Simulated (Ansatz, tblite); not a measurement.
# C₁₈H₁₅N₅: one state, many levels

The task here is to estimate one member of a computed series from the others.

Program: Ansatz 0.2.0, Gaussian basis. Level of theory: as each input shows. These are calculated values, not measurements.

Levels to be run: GFN1-xTB, GFN2-xTB, PBE-D4/def2-TZVP, r2SCAN-D4/def2-TZVP, PBE-D4/def2-SVP, PBE0-D4/def2-SVP.

1 further run of the same task is left out (set aside as unsound or not needed).

### The structure

The geometry is that of the singlet, from an earlier relaxation (r2SCAN-D4/def2-SVP).

SMILES `CN(C)c1ccc(-c2ccc(-c3ccc(C#N)nc3)nc2)nc1`, 38 atoms, charge 0, spin multiplicity 1.

Bond lengths: C1–N2 1.447 Å, C1–H24 1.097 Å, C1–H25 1.106 Å, C1–H26 1.106 Å, N2–C3 1.448 Å, N2–C4 1.370 Å, C3–H27 1.105 Å, C3–H28 1.097 Å, C3–H29 1.105 Å, C4–C5 1.416 Å, C4–C23 1.424 Å, C5–C6 1.388 Å, C5–H30 1.091 Å, C6–C7 1.408 Å, C6–H31 1.092 Å, C7–C8 1.474 Å, C7–N22 1.346 Å, C8–C9 1.406 Å and more. Angles: N2–C1–H24 109.3°, N2–C1–H25 111.9°, N2–C1–H26 112.0°, H24–C1–H25 107.9°, H24–C1–H26 107.9°, H25–C1–H26 107.7°, C1–N2–C3 120.3°, C1–N2–C4 119.7°, C3–N2–C4 120.0°, N2–C3–H27 111.9°, N2–C3–H28 109.2°, N2–C3–H29 112.0°, H27–C3–H28 107.9°, H27–C3–H29 107.7°, H28–C3–H29 108.0°, N2–C4–C5 122.4°, N2–C4–C23 121.9°, C5–C4–C23 115.6° and more.

PBE0-D4/def2-TZVP was run before; its log isn't repeated, and its numbers join the tables.

Set-up of the first run:

Tight binding, by tblite at 300 K electronic temperature and without a spin-polarisation term:

```python
tblite.interface.Calculator('GFN1-xTB', numbers, positions, charge=0, uhf=0).singlepoint()
```

Tight binding, by tblite at 300 K electronic temperature and without a spin-polarisation term:

```python
tblite.interface.Calculator('GFN2-xTB', numbers, positions, charge=0, uhf=0).singlepoint()
```

start.molden holds the orbitals of an earlier run on this state, given as this run's starting guess.

File in.yaml:

```yaml
crystal:
  periodic: [false, false, false]
  atoms:
    - {symbol: C, position_ang: [-6.417953, -0.154447, 0.196962]}
    - {symbol: N, position_ang: [-5.427707, 0.439240, -0.674486]}
    - {symbol: C, position_ang: [-5.839210, 1.215583, -1.825711]}
    - {symbol: C, position_ang: [-4.095346, 0.256768, -0.412546]}
    - {symbol: C, position_ang: [-3.634977, -0.500314, 0.691699]}
    - {symbol: C, position_ang: [-2.271191, -0.648747, 0.902858]}
    - {symbol: C, position_ang: [-1.348180, -0.050214, 0.023952]}
    - {symbol: C, position_ang: [0.111487, -0.165606, 0.191597]}
    - {symbol: C, position_ang: [0.726213, -0.968887, 1.168078]}
    - {symbol: C, position_ang: [2.113224, -1.013811, 1.260092]}
    - {symbol: C, position_ang: [2.888727, -0.249338, 0.368515]}
    - {symbol: C, position_ang: [4.366567, -0.235146, 0.399697]}
    - {symbol: C, position_ang: [5.084383, 0.471613, -0.582319]}
    - {symbol: C, position_ang: [6.472740, 0.478892, -0.546516]}
    - {symbol: C, position_ang: [7.116232, -0.229658, 0.484623]}
    - {symbol: C, position_ang: [8.554263, -0.248195, 0.551829]}
    - {symbol: N, position_ang: [9.718796, -0.245189, 0.582177]}
    - {symbol: N, position_ang: [6.452873, -0.905299, 1.436399]}
    - {symbol: C, position_ang: [5.125856, -0.900082, 1.387022]}
    - {symbol: N, position_ang: [2.306226, 0.514536, -0.575653]}
    - {symbol: C, position_ang: [0.984075, 0.552972, -0.658820]}
    - {symbol: N, position_ang: [-1.786026, 0.673524, -1.023044]}
    - {symbol: C, position_ang: [-3.081398, 0.823207, -1.237295]}
    - {symbol: H, position_ang: [-7.420580, 0.104848, -0.164375]}
    - {symbol: H, position_ang: [-6.325894, 0.213164, 1.235502]}
    - {symbol: H, position_ang: [-6.339251, -1.257143, 0.221716]}
    - {symbol: H, position_ang: [-5.466113, 0.780932, -2.770968]}
    - {symbol: H, position_ang: [-6.934928, 1.236603, -1.872709]}
    - {symbol: H, position_ang: [-5.480356, 2.259657, -1.770158]}
    - {symbol: H, position_ang: [-4.336987, -0.968465, 1.383768]}
    - {symbol: H, position_ang: [-1.932790, -1.229065, 1.764346]}
    - {symbol: H, position_ang: [0.131031, -1.572703, 1.858586]}
    - {symbol: H, position_ang: [2.579637, -1.649703, 2.015642]}
    - {symbol: H, position_ang: [4.522821, 1.002552, -1.354278]}
    - {symbol: H, position_ang: [7.060389, 1.016473, -1.294796]}
    - {symbol: H, position_ang: [4.629788, -1.458158, 2.189849]}
    - {symbol: H, position_ang: [0.547205, 1.184183, -1.440056]}
    - {symbol: H, position_ang: [-3.353645, 1.425436, -2.111211]}
basis:
  gaussian: {orbitals: def2-TZVP, fitting: {mean_field: def2-universal-jkfit}, initial_orbitals: start.molden}
hamiltonian: {xc: pbe, dispersion: d4}
scf: {omitted_lower_state_checks: [starts]}
output: {forces: true, orbitals: {seedname: orbitals}}
```

Run with:

```sh
> ansatz run in.yaml --threads 2 --pin off --events-out ev --progress --plain --max-ram 32768MiB --backend cuda --devices 0, --max-vram 18GiB
```

Steps of the session up to this table: PBE-D4/def2-TZVP; r2SCAN-D4/def2-TZVP; PBE-D4/def2-SVP; PBE0-D4/def2-SVP.

One table of the session follows, with a row left open; its other results are not shown here.

It belongs to the step «Binding energy». 

```
              level  binding an atom (eV)
    PBE-D4/def2-SVP                 5.388
   PBE-D4/def2-TZVP                 5.304
r2SCAN-D4/def2-TZVP                 5.089
   PBE0-D4/def2-SVP                 5.241
  PBE0-D4/def2-TZVP                     ?
```

Q: Estimate the row for PBE0-D4/def2-TZVP from the others.

As computed: binding an atom (eV): 5.156. In the column «binding an atom (eV)» it lies between r2SCAN-D4/def2-TZVP (5.089) and PBE0-D4/def2-SVP (5.241).

To keep in mind: Free atoms were run apart at each level; binding is atoms less cluster, divided by the number of atoms, without zero-point or spin-orbit terms.
